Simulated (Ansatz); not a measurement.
# CH4BFO: molecular dynamics

Purpose: to follow the molecule's vibrations and see whether its bonds hold. The start is relaxed first. Runs: 40 steps of 2.5 fs at constant energy, with velocities drawn for 500 K. SMILES of the start: CB(O)F.

Method: RKS PBE0-D4/def2-SVP, in Ansatz 0.2.0.

## 1. The starting structure

Bond lengths: B1–C2 1.600 Å, C2–H3 1.110 Å, C2–H4 1.110 Å, C2–H5 1.110 Å, B1–O6 1.410 Å, O6–H7 1.010 Å, B1–F8 1.320 Å. Angles: B1–C2–H3 109.5°, B1–C2–H4 109.5°, B1–C2–H5 109.5°, H3–C2–H4 109.4°, H3–C2–H5 109.4°, H4–C2–H5 109.4°, C2–B1–O6 120.0°, C2–B1–F8 120.0°, O6–B1–F8 120.0°, B1–O6–H7 109.5°.

Structure file:

```xyz
8

B     0.0000    0.0000    0.0000
C     0.0000    0.0000    1.6000
H    -0.9996   -0.3092    1.9705
H     0.7676   -0.7111    1.9705
H     0.2320    1.0203    1.9705
O     1.2211    0.0000   -0.7050
H     1.5209   -0.9519   -0.8599
F    -1.1431    0.0000   -0.6600
```

## 2. Relaxing the start

The input, input.yaml:

```yaml
crystal:
  periodic: [false, false, false]
  atoms:
    - { symbol: B, position_ang: [0.0, 0.0, 0.0] }
    - { symbol: C, position_ang: [0.0, 0.0, 1.6] }
    - { symbol: H, position_ang: [-0.9996, -0.3092, 1.9705] }
    - { symbol: H, position_ang: [0.7676, -0.7111, 1.9705] }
    - { symbol: H, position_ang: [0.232, 1.0203, 1.9705] }
    - { symbol: O, position_ang: [1.2211, 0.0, -0.705] }
    - { symbol: H, position_ang: [1.5209, -0.9519, -0.8599] }
    - { symbol: F, position_ang: [-1.1431, 0.0, -0.66] }
basis:
  gaussian: { orbitals: def2-SVP }
hamiltonian:
  xc: pbe0
  dispersion: d4
relax:
  f_tol: 0.02
  max_steps: 40
output:
  orbitals: {}
```

Started as:

```
$ ansatz run input.yaml --threads 1 --pin off --max-ram 2048MiB --backend cpu --events-out ev --progress --plain --runs-dir out
```

After this run come: The run.

**Question.** What will these runs give? Wanted: relaxation of the start; temperature, first and last step; temperature, second half; potential energy, second half; largest change of the total energy; bonds formed or broken.

**Answer**, as computed:

| quantity | value |
| --- | --- |
| relaxation of the start | 16 moves, 0.656 eV lower |
| length | 40 steps of 2.5 fs |
| temperature, first and last step | 500 and 17511 K |
| temperature, second half | mean 17392 K, from 17132 to 17548 K |
| potential energy, second half | +1070 meV/atom from the start |
| largest change of the total energy | 2770.61 meV/atom |
| bonds formed or broken | 1 |

In words: The temperature runs away to 21323 K: the integration has become unstable, and nothing after that is physical. A run of 100 fs with 8 atoms shows the motion but fixes no equilibrium value. The nuclei move classically, without zero-point motion, which matters most for hydrogen.
